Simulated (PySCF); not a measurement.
# Br3Dy (DyBr3): the cost of one run

Programs: PySCF 2.14.0, with routines of our own; each step states its level. All values are computed. Atoms count from 0.

## (1) The system as given

4 atoms, charge 0, states of the metal's open shell are computed; geometry from: model geometry, bond lengths from ionic radii.

## (2) Ligand-field states: state-averaged CASSCF

Job settings and geometry (Å):

```
{"job": {"kind": "lf", "basis": {"metal": "x2c-TZVPall", "ligand": "x2c-SVPall"}, "nevpt": false, "roots": {"6": 21, "4": 128, "2": 130}}, "charge": 0, "metal": "Dy", "open_shell": "f9"}
Dy     0.000000     0.000000     0.000000
Br     2.592000     0.000000     0.000000
Br    -1.296000     2.244738     0.000000
Br    -1.296000    -2.244738     0.000000
```

Method: state-averaged CASSCF of the metal f shell, state-interaction spin-orbit coupling.

The run is started by

```bash
OMP_NUM_THREADS=1 python lf_run.py task.json out
```

This one command runs all jobs of the session in turn.

Q: Estimate the wall time and peak memory of this job on 1 thread of Intel Xeon Platinum 8488C, shared host.

About 44 s, with a peak of 0.64 GiB.
